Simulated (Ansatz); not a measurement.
## 2 structures of NaAsF6: a ranking of polymorphs by energy, step by step

With the Ansatz DFT code, driven from Python.

The cells in order, each with its output:

**Cell 1**
```python
import ansatz as az
import numpy as np
```

**Cell 2**
```python
PHASES = {
    'Fm-3m': (
        [[0.0, 3.983049, 3.983049], [3.983049, 0.0, 3.983049], [3.983049, 3.983049, 0.0]],
        [
            ('Na', [0.5, 0.5, 0.5]),
            ('As', [0.0, 0.0, 0.0]),
            ('F', [0.78163, 0.78163, 0.21837]),
            ('F', [0.21837, 0.78163, 0.21837]),
            ('F', [0.78163, 0.21837, 0.21837]),
            ('F', [0.21837, 0.21837, 0.78163]),
            ('F', [0.78163, 0.21837, 0.78163]),
            ('F', [0.21837, 0.78163, 0.78163]),
        ],
    ),
    'R-3': (
        [[2.548317, 1.471272, 4.707295], [-2.548317, 1.471272, 4.707295], [0.0, -2.942543, 4.707295]],
        [
            ('Na', [0.5, 0.5, 0.5]),
            ('As', [0.0, 0.0, 0.0]),
            ('F', [0.348131, 0.076072, 0.790012]),
            ('F', [0.790012, 0.348131, 0.076072]),
            ('F', [0.076072, 0.790012, 0.348131]),
            ('F', [0.651869, 0.923928, 0.209988]),
            ('F', [0.209988, 0.651869, 0.923928]),
            ('F', [0.923928, 0.209988, 0.651869]),
        ],
    ),
}
```

**Cell 3**
```python
def build(vectors, sites):
    crystal = az.Crystal(lattice=az.Lattice.of(vectors))
    for symbol, position in sites:
        crystal = crystal.atom(symbol, position)
    return crystal
```

**Cell 4**
```python
def ground_state(name, crystal):
    calc = (
        crystal.calculation()
        .functional(az.Functional.LDA)
        .basis(520)
        .kpoints(spacing=0.4)
        .occupations('fixed')
        .stress()
        .band_table()
    )
    calc = calc.relax(force_tolerance=0.03, cell=True)
    return calc.run()
```

**Cell 5**
```python
def volume_per_atom(outcome):
    return abs(np.linalg.det(outcome.lattice.cell_ang)) / len(outcome.lattice.sites)
```

**Cell 6**
```python
def gap_ev(outcome):
    # nan where the run reports no band edges: a metal, overlapping bands, or a gap that is small against the smearing
    edges = outcome.report.get('band_edges_ev')
    return edges[1] - edges[0] if edges else float('nan')
```

**Cell 7**
```python
def pressure_gpa(outcome):
    return float(np.trace(outcome.report['stress_gpa']) / 3)
```

**Cell 8**
```python
phases = {name: build(*cell) for name, cell in PHASES.items()}
```

**Cell 9**
```python
done = {}
for name, crystal in phases.items():
    try:
        done[name] = ground_state(name, crystal)
    except az.NonConvergedError as error:
        print(name, 'did not converge:', str(error)[:120])

energy = {name: o.report['energy_sigma0_ev'] / len(o.lattice.sites) for name, o in done.items()}
lowest = min(energy.values())
rows = [(name, len(o.lattice.sites), 1000 * (energy[name] - lowest), volume_per_atom(o), gap_ev(o), pressure_gpa(o)) for name, o in done.items()]
rows.sort(key=lambda row: row[2])
print('| phase | atoms | dE (meV/atom) | V (A^3/atom) | gap (eV) | P (GPa) |')
print('| --- | --- | --- | --- | --- | --- |')
for row in rows:
    print(f'| {row[0]} | {row[1]:d} | {row[2]:.1f} | {row[3]:.3f} | {row[4]:.2f} | {row[5]:.2f} |')
```
Output:
```text
| phase | atoms | dE (meV/atom) | V (A^3/atom) | gap (eV) | P (GPa) |
| --- | --- | --- | --- | --- | --- |
| R-3 | 8 | 0.0 | 12.286 | 5.65 | 0.00 |
| Fm-3m | 8 | 17.5 | 15.214 | 5.51 | 0.00 |
```

By space group at the end of each run: R-3 (+0 meV an atom, 12.3 Å³) and Fm-3m (+17 meV an atom, 15.2 Å³).

Reading the output:
- Semilocal gaps usually lie well under measured ones.
- Pressure is positive in compression.
- The cells come from databases of deposited and of computed structures, and not all need be stable phases.
- Gaps and levels are Kohn-Sham values on a finite set of k-points, without spin-orbit coupling.
- The ranking holds among these structures alone, at zero temperature; the ground state may be another structure. Differences under 10 to 15 meV an atom lie within the error of mesh and functional.
- Wall time of the script: 41 s on 1 thread of Arm Neoverse V2 (shared host), peak memory 0.49 GiB.

(Lines on the test bed's own set-up are left out of the output.)
